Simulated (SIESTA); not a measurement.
## ZrTiB4 under changes of volume

One of the cells (9.595 Å³/atom); the others are scaled copies at fixed shape and fractional positions:

```xyz
6
Lattice="3.1176 0.0000 0.0000 -1.5588 2.7000 0.0000 0.0000 0.0000 6.8395" Properties=species:S:1:pos:R:3 pbc="T T T"
Zr    0.0000    0.0000    3.4197
Ti    0.0000    0.0000    0.0000
B     1.5588    0.9000    1.5975
B     1.5588    0.9000    5.2420
B     0.0000    1.8000    1.5975
B     0.0000    1.8000    5.2420
```

The cell comes from a database or a generator and needn't be the stable form of this composition.

| Quantity | Value |
| --- | --- |
| Program | SIESTA 5.4.2 |
| Functional | PBEsol |
| Potentials or basis | PseudoDojo 0.4 standard (PBEsol files) |
| Basis | DZP (energy shift 0.003 Ry; two zetas on semicore shells) |
| Grid cutoff | 800 Ry |
| Energy shift | 0.003 Ry |
| k mesh | 10 × 10 × 4 |
| Occupations | fermi-dirac, width 0.05 eV |
| Spin | no spin polarisation |

```tsv
volume (Å³/atom)	energy over the lowest point (meV/atom)	pressure (GPa)	largest force (eV/Å)
8.843	17.49	13.4	0.013
9.031	?	?	?
9.219	0.00	1.9	0.058
9.595	7.17	-7.6	0.083
9.783	18.50	-11.7	0.095
9.971	34.40	-15.3	0.103
```

**Question.** What does the run at 9.031 Å³/atom give?

**Answer.** Energy over the lowest point 5.35 meV/atom; pressure 7.4 GPa; largest force 0.038 eV/Å.

Worked out: A Birch-Murnaghan fit of order 3 (a polynomial in V^(-2/3)) to the other rows has its minimum at 9.29 Å³/atom with B0 = V·E''(V) = 249 GPa and B' = 4.1 at fixed shape and positions, which overstates the stiffness. It gives 5.34 meV/atom at 9.031 Å³/atom, against the run's 5.35, and -dE/dV = 7.4 GPa, against 7.4.

Energies are extrapolated to zero smearing.

Caveats: the basis of atomic orbitals isn't converged, which shifts pressures, moduli and gaps.
